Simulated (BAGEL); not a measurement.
# B3LYP/def2-TZVPP (density fitting with qzvpp-jkfit) run of ZnHCl (SMILES [Cl][ZnH])

What is the energy change on altering one bond length of ZnHCl at B3LYP/def2-TZVPP (density fitting with qzvpp-jkfit)? 

Program for the calculation: BAGEL 1.2.2.

9 further runs of the same task are left out: 2 that didn't finish, 7 set aside as unsound or not needed.

### 1 Starting point

ZnHCl has 3 atoms, charge 0, and is taken as a singlet. As SMILES, `[Cl][ZnH]`. The coordinates come from a PBE0-D4/def2-TZVP relaxation.

Bond lengths: Cl1–Zn2 2.102 Å, Zn2–H3 1.520 Å. Angles: Cl1–Zn2–H3 180.0°.

### 2 A single-point energy at B3LYP/def2-TZVPP (density fitting with qzvpp-jkfit)

Contents of input.json:

```json
{ "bagel": [

{
  "title": "molecule",
  "basis": "tzvpp",
  "df_basis": "qzvpp-jkfit",
  "angstrom": "true",
  "geometry": [
    { "atom": "Cl", "xyz": [    1.621600,   -0.593300,    0.815700 ] },
    { "atom": "Zn", "xyz": [   -0.168900,    0.036300,   -0.087800 ] },
    { "atom": "H", "xyz": [   -1.463600,    0.492300,   -0.741100 ] }
  ]
},
{
  "title": "ks",
  "xc_func": "b3lyp"
},
{
  "title": "print",
  "file": "orbitals.molden",
  "orbitals": "true"
}

]}
```

Launch:

```bash
$ BAGEL_NUM_THREADS=1 BAGEL input.json > input.out
```

The log of the run:

```text
* using 1 threads per process

  ===============================================================
  ===============================================================

  *** Geometry ***

  { "atom" : "Cl", "xyz" : [      3.064380,     -1.121175,      1.541450 ] },
  { "atom" : "Zn", "xyz" : [     -0.319175,      0.068597,     -0.165918 ] },
  { "atom" : "H", "xyz" : [     -2.765803,      0.930312,     -1.400476 ] },

  Number of auxiliary basis functions:      410

  Since a DF basis is specified, we compute 2- and 3-index integrals:
    o Being stored without compression. Storage requirement is 0.047 GB

  Number of basis functions:      120
  Number of electrons      :       48

    * METHOD: MOLECULE                             0.23

  *** Kohn-Sham DFT ***

    * Removing 3378 points whose weight is below 1.00e-10
    * Grid points: 41340

  === Nuclear Repulsion ===
   141.3158746024

       - DIIS with orbital gradients will be used.

  === KS iteration (b3lyp / tzvpp) ===
      0      -1971.70580060          0.47282407           0.23
      1      -1981.87058134          0.23473742           0.23
      2      -1889.09865642          0.45206614           0.23
      3      -2021.15088593          0.20984231           0.23
      4      -2233.99492424          0.10640305           0.23
      5      -2204.89990867          0.18842710           0.23
      6      -2239.50917584          0.03995357           0.23
      7      -2240.28121328          0.00897778           0.23
      8      -2240.29501375          0.00801048           0.23
      9      -2240.32009384          0.00236148           0.23
     10      -2240.32306780          0.00088414           0.23
     11      -2240.32351189          0.00020879           0.23
     12      -2240.32352829          0.00002937           0.23
     13      -2240.32352877          0.00000415           0.23
     14      -2240.32352878          0.00000157           0.23
     15      -2240.32352878          0.00000019           0.24
     16      -2240.32352878          0.00000010           0.24
     17      -2240.32352878          0.00000005           0.24
     18      -2240.32352878          0.00000000           0.24
    * SCF iteration converged.

    * Permanent dipole moment:
           (    0.572352,    -0.200922,     0.288816) a.u.

    * METHOD: KS                                   4.64

    * METHOD: PRINT                                0.03

  ===============================================================
```

It took 5.1 s on 1 thread of Arm Neoverse V1, shared host; peak memory 0.28 GiB.

### 3 The distorted shape

Contents of job.json:

```json
{ "bagel" : [

{
  "title" : "molecule",
  "basis" : "tzvpp",
  "df_basis" : "qzvpp-jkfit",
  "angstrom" : "true",
  "geometry" : [
    { "atom" : "Cl", "xyz" : [       1.890215,      -0.687754,       0.951245 ] },
    { "atom" : "Zn", "xyz" : [      -0.168900,       0.036300,      -0.087800 ] },
    { "atom" : "H", "xyz" : [      -1.463600,       0.492300,      -0.741100 ] }
  ]
},

{
  "title" : "ks",
  "xc_func" : "b3lyp"
},

{
  "title" : "print",
  "file" : "orbitals.molden",
  "orbitals" : "true"
}

]}
```

Launch:

```bash
$ BAGEL_NUM_THREADS=1 BAGEL job.json > job.out
```

The log of the run:

```text
* using 1 threads per process

  ===============================================================
  ===============================================================

  *** Geometry ***

  { "atom" : "Cl", "xyz" : [      3.571989,     -1.299667,      1.797593 ] },
  { "atom" : "Zn", "xyz" : [     -0.319175,      0.068597,     -0.165918 ] },
  { "atom" : "H", "xyz" : [     -2.765803,      0.930312,     -1.400476 ] },

  Number of auxiliary basis functions:      410

  Since a DF basis is specified, we compute 2- and 3-index integrals:
    o Being stored without compression. Storage requirement is 0.047 GB

  Number of basis functions:      120
  Number of electrons      :       48

    * METHOD: MOLECULE                             0.23

  *** Kohn-Sham DFT ***

    * Removing 3188 points whose weight is below 1.00e-10
    * Grid points: 41530

  === Nuclear Repulsion ===
   124.3683697486

       - DIIS with orbital gradients will be used.

  === KS iteration (b3lyp / tzvpp) ===
      0      -1969.67938265          0.47031362           0.24
      1      -1964.70203431          0.22475449           0.23
      2      -1883.11770785          0.44930667           0.23
      3      -2012.93499528          0.20203250           0.23
      4      -2234.88247766          0.10169858           0.23
      5      -2235.00629606          0.13277502           0.23
      6      -2240.06474620          0.01957777           0.23
      7      -2240.08251791          0.01986133           0.23
      8      -2240.30025471          0.00311110           0.23
      9      -2240.30621470          0.00129968           0.23
     10      -2240.30749443          0.00026137           0.23
     11      -2240.30754924          0.00006273           0.23
     12      -2240.30755151          0.00001162           0.23
     13      -2240.30755159          0.00000240           0.23
     14      -2240.30755159          0.00000148           0.23
     15      -2240.30755160          0.00000059           0.23
     16      -2240.30755160          0.00000009           0.24
     17      -2240.30755160          0.00000001           0.24
    * SCF iteration converged.

    * Permanent dipole moment:
           (    1.045186,    -0.367199,     0.527411) a.u.

    * METHOD: KS                                   4.42

    * METHOD: PRINT                                0.03

  ===============================================================
```

Wall time 4.8 s (1 thread of Arm Neoverse V1, shared host); peak memory 0.29 GiB.

### 4 Outcome

Level: B3LYP/def2-TZVPP (density fitting with qzvpp-jkfit).

```
                                                           quantity           value
                                          first shape: total energy  -2240.32353 Eh
                                         first shape: dipole moment          1.71 D
                                           first shape: HOMO energy        -8.61 eV
                                           first shape: LUMO energy        -0.88 eV
                                         first shape: HOMO–LUMO gap         7.73 eV
                                      distorted shape: total energy  -2240.30755 Eh
                                     distorted shape: dipole moment          3.12 D
                                       distorted shape: HOMO energy        -7.99 eV
                                       distorted shape: LUMO energy        -1.82 eV
                                     distorted shape: HOMO–LUMO gap         6.16 eV
energy change with the Cl1–Zn2 bond stretched from 2.102 to 2.417 Å        0.435 eV
```

What this shows: With the Cl1–Zn2 bond stretched from 2.102 to 2.417 Å the energy rises by 0.43 eV (41.9 kJ/mol). The first shape isn't relaxed at this level, so the change isn't measured from a minimum.
